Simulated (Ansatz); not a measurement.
# C2H7FGeSi: a ladder of functionals and wavefunction methods

An exercise on one series of results from a longer session: the logs are not shown, and one member is left open.

The runs use Ansatz 0.2.0, Gaussian basis; functionals in def2-TZVPP, the program's frozen cores in correlated methods.

Plan: LDA (SPW92), PBE-D4, revPBE-D4, BLYP-D4, r2SCAN-D4, B97M-V, PBE0-D4, B3LYP-D4, r2SCANh-D4, r2SCAN0-D4, HSE06-D4, BHLYP-D4, CAM-B3LYP-D4, LC-ωPBE, ωB97X-V, ωB97M-V, B2PLYP, PBE-QIDH; CCSD(T)/def2-SVP; CCSD(T)/def2-TZVPP; CCSD(T)/def2-QZVPP; extrapolation to the limit; RPA on PBE.

### The geometry

All runs share one geometry, relaxed beforehand with PBE0-D4 in a triple-zeta def2 set.

SMILES `C=C[SiH](F)[GeH3]`, 12 atoms, charge 0, spin multiplicity 1.

Atoms are counted from 1 here; the program's logs count them from 0.

Bond lengths: C1–C2 1.331 Å, C1–H6 1.087 Å, C1–H7 1.087 Å, C2–Si3 1.850 Å, C2–H8 1.089 Å, Si3–F4 1.608 Å, Si3–Ge5 2.383 Å, Si3–H9 1.487 Å, Ge5–H10 1.539 Å, Ge5–H11 1.537 Å, Ge5–H12 1.538 Å. Angles: C2–C1–H6 122.3°, C2–C1–H7 121.6°, H6–C1–H7 116.1°, C1–C2–Si3 121.6°, C1–C2–H8 118.6°, Si3–C2–H8 119.7°, C2–Si3–F4 110.1°, C2–Si3–Ge5 111.6°, C2–Si3–H9 108.2°, F4–Si3–Ge5 107.6°, F4–Si3–H9 107.9°, Ge5–Si3–H9 111.3°, Si3–Ge5–H10 109.6°, Si3–Ge5–H11 111.5°, Si3–Ge5–H12 110.8°, H10–Ge5–H11 108.3°, H10–Ge5–H12 108.1°, H11–Ge5–H12 108.4°.

The first run:

Input file in.yaml:

```yaml
crystal:
  periodic: [false, false, false]
  atoms:
    - {symbol: C, position_ang: [-0.415839, 0.450609, 2.284137]}
    - {symbol: C, position_ang: [-0.826437, -0.065950, 1.127846]}
    - {symbol: Si, position_ang: [0.358761, -0.832754, -0.067237]}
    - {symbol: F, position_ang: [-0.080458, -2.346378, -0.386489]}
    - {symbol: Ge, position_ang: [0.413288, 0.352188, -2.133740]}
    - {symbol: H, position_ang: [-1.094591, 0.948247, 2.971338]}
    - {symbol: H, position_ang: [0.624135, 0.397438, 2.595052]}
    - {symbol: H, position_ang: [-1.880219, 0.015652, 0.866460]}
    - {symbol: H, position_ang: [1.702355, -0.871686, 0.569589]}
    - {symbol: H, position_ang: [0.971528, 1.767273, -1.902473]}
    - {symbol: H, position_ang: [1.305096, -0.356962, -3.165921]}
    - {symbol: H, position_ang: [-1.000618, 0.487023, -2.724563]}
basis:
  gaussian: {orbitals: def2-TZVPP}
hamiltonian: {xc: lda}
output: {orbitals: {seedname: orbitals}}
```

Among the steps run: LDA; PBE-D4 (GGA); revPBE-D4 (GGA); BLYP-D4 (GGA); r2SCAN-D4 (meta-GGA); B97M-V (meta-GGA); PBE0-D4 (hybrid); B3LYP-D4 (hybrid); r2SCANh-D4 (hybrid); r2SCAN0-D4 (hybrid); HSE06-D4 (hybrid); BHLYP-D4 (hybrid); CAM-B3LYP-D4 (range-separated); LC-ωPBE (range-separated); ωB97X-V (range-separated); ωB97M-V (range-separated); B2PLYP (double hybrid); PBE-QIDH (double hybrid).

One of the session's tables, all rows but one given; the rest of the session is left out.

It belongs to the step «Orbital energies across the functionals». 

| functional | HOMO (eV) | gap (eV) |
| --- | --- | --- |
| LDA (SPW92) | -6.88 | 4.60 |
| PBE-D4 | -6.76 | 4.71 |
| revPBE-D4 | -6.71 | 4.76 |
| BLYP-D4 | -6.62 | 4.74 |
| r2SCAN-D4 | ? | ? |
| B97M-V | -7.08 | 5.24 |
| PBE0-D4 | -7.88 | 6.79 |
| B3LYP-D4 | -7.68 | 6.39 |
| r2SCANh-D4 | -7.42 | 5.93 |
| r2SCAN0-D4 | -8.04 | 7.06 |
| HSE06-D4 | -7.48 | 6.02 |
| BHLYP-D4 | -8.87 | 8.85 |
| CAM-B3LYP-D4 | -9.15 | 9.20 |
| LC-ωPBE | -10.44 | 11.62 |
| ωB97X-V | -10.11 | 11.20 |
| ωB97M-V | -9.93 | 10.85 |

Q: Estimate the row for r2SCAN-D4 from the others.

Worked estimate for «HOMO (eV)». Against the share of exact exchange, r2SCANh-D4 (0.1, -7.42), r2SCAN0-D4 (0.25, -8.04) give a slope of -4.13 per unit share; at 0 the line stands at -7.01.

**Answer.** HOMO (eV): -7.01; gap (eV): 5.17. In «HOMO (eV)» the line misses by 0.00.
